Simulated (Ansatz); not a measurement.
# ZrSnTe: the cost of one run

Computed with Ansatz 0.2.0 (DFT r2SCAN, scalar-relativistic, plane waves, PAW, unless a step's input says otherwise).

## (1) Starting point

Symmetry: P4/nmm, No. 129, tetragonal system. The conventional cell has a = 4.097 Å, b = 4.097 Å, c = 8.786 Å, α = 90.00°, β = 90.00°, γ = 90.00°. Around Zr (site symmetry 4mm) lie 5 Te at 3.07 to 3.13 Å and 4 Sn at 3.09 Å. Around Sn (site symmetry -4m2) lie 4 Sn at 2.90 Å and 4 Zr at 3.09 Å. Around Te (site symmetry 4mm) lie 5 Zr at 3.07 to 3.13 Å.

Coordinates:

```
CELL_PARAMETERS angstrom
4.09708 0.00000 0.00000
0.00000 4.09708 0.00000
0.00000 0.00000 8.78584
ATOMIC_POSITIONS crystal
Zr 0.50000 0.00000 0.26357
Zr 0.00000 0.50000 0.73643
Sn 0.00000 0.00000 0.00000
Sn 0.50000 0.50000 0.00000
Te 0.50000 0.00000 0.61941
Te 0.00000 0.50000 0.38059
```

The structure comes from the Materials Project (structure only).

(A quick probe on a coarse mesh, which set the mesh and smearing, is not shown.)

## (3) The relaxation

Contents of input.yaml:

```yaml
crystal:
  lattice:
    - [4.09707926, 0.0, 0.0]
    - [0.0, 4.09707926, 0.0]
    - [0.0, 0.0, 8.78583658]
  atoms:
    - { symbol: Zr, position: [0.5, 0.0, 0.26356537] }
    - { symbol: Zr, position: [0.0, 0.5, 0.73643463] }
    - { symbol: Sn, position: [0.0, 0.0, 0.0] }
    - { symbol: Sn, position: [0.5, 0.5, 0.0] }
    - { symbol: Te, position: [0.5, 0.0, 0.61941346] }
    - { symbol: Te, position: [0.0, 0.5, 0.38058654] }
basis:
  ecutwfc: 500
kpoints:
  mp_grid: { grid: [8, 8, 4] }
hamiltonian:
  xc: r2scan
scf:
  occupations: { method: gaussian, width: 0.02 }
output:
  forces: true
  stress: true
  eigenvalues: true
relax:
  adjacent_minimum: "off"
  f_tol: 0.005
  max_steps: 80
  cell: { stress_tol: 0.05 }
```

The run is started by

```
> ansatz run input.yaml --threads 2 --pin off --max-ram 5120MiB --backend cpu --events-out ev --progress --plain --runs-dir out
```

What time and memory should one allow on 2 threads of Arm Neoverse V1, shared host?

About 96 s, with a peak of 0.91 GiB.
